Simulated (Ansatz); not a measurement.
# Si2W: response to strain

Aim: deform Si2W (zz strain of -1 %) and compute stress, forces and field gradients with LAPW and PAW.

Method: DFT PBEsol, scalar-relativistic, in Ansatz 0.2.0.

3 further runs of the same task are left out: 3 that didn't finish. Runs told in other sessions of the task aren't counted.

**1. The structure to begin with**

The structure is tetragonal, space group I4/mmm (No. 139). Conventional cell: a = 3.212 Å, b = 3.212 Å, c = 7.880 Å, α = 90.00°, β = 90.00°, γ = 90.00°. Si (site symmetry 4mm) is surrounded by 5 Si at 2.62 to 2.63 Å and 5 W at 2.62 Å. W (site symmetry 4/mmm) is surrounded by 10 Si at 2.62 Å.

As a file:

```cif
data_structure
_symmetry_space_group_name_H-M 'I4/mmm'
_symmetry_Int_Tables_number 139
_cell_length_a 3.2120
_cell_length_b 3.2120
_cell_length_c 7.8800
_cell_angle_alpha 90.000
_cell_angle_beta 90.000
_cell_angle_gamma 90.000
_cell_volume 81.30
loop_
_atom_site_label
_atom_site_type_symbol
_atom_site_symmetry_multiplicity
_atom_site_Wyckoff_symbol
_atom_site_fract_x
_atom_site_fract_y
_atom_site_fract_z
_atom_site_occupancy
Si1 Si 4 e 0.00000 0.00000 0.33300 1
W1 W 2 a 0.00000 0.00000 0.00000 1
```

The file gives the conventional cell by its symmetry; the runs use the cell typed in the input.

Atoms are numbered in the order of the input: Si1, Si2, W3.

**2. After the deformation**

Space group I4/mmm before, I4/mmm after.

**3. LAPW, all electrons**

The input, input.yaml:

```yaml
crystal:
  lattice:
    - [-1.606, 1.606, 3.9006]
    - [1.606, -1.606, 3.9006]
    - [1.606, 1.606, -3.9006]
  atoms:
    - { symbol: Si, position: [0.333, 0.333, 0.0] }
    - { symbol: Si, position: [0.667, 0.667, 0.0] }
    - { symbol: W, position: [0.0, 0.0, 0.0] }
kpoints:
  mp_grid: { grid: [18, 18, 18] }
  band_path:
    path:
      - [0.0, 0.0, 0.0]
      - [0.0, 0.0, 0.5]
      - [0.25, 0.25, 0.25]
      - [0.0, 0.5, 0.0]
      - [0.0, 0.0, 0.0]
      - [0.5, 0.5, -0.5]
      - [0.2923807129, 0.7076192871, -0.2923807129]
      - [-0.2923807129, 0.2923807129, 0.2923807129]
      - [0.0, 0.0, 0.0]
    npoints: 5
scf:
  occupations: { method: fermi_dirac, width: 0.03 }
hamiltonian:
  xc: pbesol
  pseudopotentials: { kind: all_electron, lapw: { basis_error: 0.0005 } }
output:
  forces: true
  stress: true
  eigenvalues: true
```

Command:

```
$ ansatz run input.yaml --threads 1 --pin off --max-ram 4096MiB --backend cpu --events-out ev --progress --plain --runs-dir out
```

**4. PAW on the default files**

The input, input.yaml:

```yaml
crystal:
  lattice:
    - [-1.606, 1.606, 3.9006]
    - [1.606, -1.606, 3.9006]
    - [1.606, 1.606, -3.9006]
  atoms:
    - { symbol: Si, position: [0.333, 0.333, 0.0] }
    - { symbol: Si, position: [0.667, 0.667, 0.0] }
    - { symbol: W, position: [0.0, 0.0, 0.0] }
kpoints:
  mp_grid: { grid: [18, 18, 18] }
scf:
  occupations: { method: fermi_dirac, width: 0.03 }
hamiltonian:
  xc: pbesol
  pseudopotentials: { kind: paw }
output:
  forces: true
  stress: true
  eigenvalues: true
  efg: { contact_densities: true }
```

(Steps that only read results are left out.)

**Question.** What will these runs give? Wanted: pressure; largest shear or deviatoric stress.

The runs gave:

```
                                 quantity                      value
                                 pressure  LAPW -1.09, PAW -1.05 GPa
largest shear or deviatoric stress (LAPW)                   1.22 GPa
```

The largest part of the stress beyond the pressure is 1.22 GPa in size, in the zz component; the atoms are carried along and not relaxed. No run of the undeformed cell stands beside it, so pressure and stress hold what the given cell had before the change, as far as its symmetry allows. PAW: stress within 0.07 GPa of LAPW, forces within 3 meV/Å. Spin-orbit coupling is left out, though the cell holds W; in elements this heavy it can shift bands and gaps by tenths of an eV.
